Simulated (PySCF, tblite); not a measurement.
# C5H7F3N2: geometry, infrared bands and NMR shifts

Aim: predict the infrared bands and NMR shifts of C5H7F3N2 (`C=C/C=N\NCC(F)(F)F`).

The runs use tblite 0.8.0 and PySCF 2.14.0, with density-fitted response routines of our own; the level of theory stands in each step. All values are computed, except where a source is named. Atoms count from 0, in the outputs and in this text.

## (1) The starting structure

17 atoms, charge 0, multiplicity 1; geometry from: force field or distance geometry start.

Bonds of the start (Å): C0–C1 1.34, C1–C2 1.47, C2–N3 1.31, N3–N4 1.39, N4–C5 1.46, C5–C6 1.50, C6–F7 1.39, C6–F8 1.37, C6–F9 1.40, C0–H10 1.08, C0–H11 1.08, C1–H12 1.07, C2–H13 1.09, N4–H14 1.06, C5–H15 1.09, C5–H16 1.12.

## (2) Relaxing the molecule with GFN2-xTB

The job: settings as JSON, then the geometry in Å.

```
{"job": {"kind": "relax", "xc": "GFN2-xTB", "basis": "xTB"}, "charge": 0, "multiplicity": 1}
C      3.557300     0.174200    -0.050000
C      2.221200     0.239700    -0.017700
C      1.467700    -0.385000     1.080900
N      0.159000    -0.312900     1.102900
N     -0.568700     0.338600     0.115100
C     -1.884900    -0.104700    -0.331100
C     -2.912200    -0.113600     0.756200
F     -2.575900    -0.947300     1.820500
F     -3.233400     1.115000     1.264500
F     -4.049400    -0.720900     0.199300
H      4.086100     0.641100    -0.866800
H      4.136200    -0.327100     0.709900
H      1.745000     0.769800    -0.819600
H      2.022400    -0.902800     1.867200
H     -0.196400     1.205000    -0.378700
H     -2.227900     0.513500    -1.160900
H     -1.753000    -1.170300    -0.651900
```

Started as:

```sh
$ OMP_NUM_THREADS=1 python probes_run.py task.json out
```

One launch serves the whole session: the jobs run in the order shown.

**Question.** This job is followed by: GFN2-xTB harmonic vibrations, gas phase; GIAO PBE0/pcSseg-1 NMR shielding, non-relativistic, gas phase. What will the session give for the following? strongest single infrared mode (GFN2-xTB); zero-point energy (GFN2-xTB); ¹³C shifts against TMS (PBE0/pcSseg-1); ¹H shifts against TMS (PBE0/pcSseg-1, means over atoms taken as alike); ¹⁵N shifts against NH3 (PBE0/pcSseg-1); ¹⁹F shifts against CFCl3 (PBE0/pcSseg-1, means over atoms taken as alike).

As calculated:

| quantity | value |
| --- | --- |
| strongest single infrared mode (GFN2-xTB) | 1070 cm⁻¹, 313 km/mol |
| zero-point energy (GFN2-xTB) | 74.6 kcal/mol |
| ¹³C shifts against TMS (PBE0/pcSseg-1) | 137.8, 134.1, 128.8, 127.4, 58.3 ppm |
| ¹H shifts against TMS (PBE0/pcSseg-1, means over atoms taken as alike) | 6.74, 6.69, 5.87, 5.68, 5.60, 3.97 ppm |
| ¹⁵N shifts against NH3 (PBE0/pcSseg-1) | 378.7, 128.3 ppm |
| ¹⁹F shifts against CFCl3 (PBE0/pcSseg-1, means over atoms taken as alike) | -91.0 ppm |

What this shows: Relaxing lowered the energy by 0.914 eV in 148 steps; the close pair that moved most is C6–F9, from 1.404 to 1.341 Å. No mode is imaginary among the 45: a minimum at this level. The strongest single mode, at 1070 cm⁻¹, moves mainly C6. Unscaled tight-binding wavenumbers are off by several per cent, some by more. Its intensities can rank the bands wrongly. At PBE0/pcSseg-1: The largest span, 549 ppm, is at N3, where the paramagnetic term is -436 ppm.
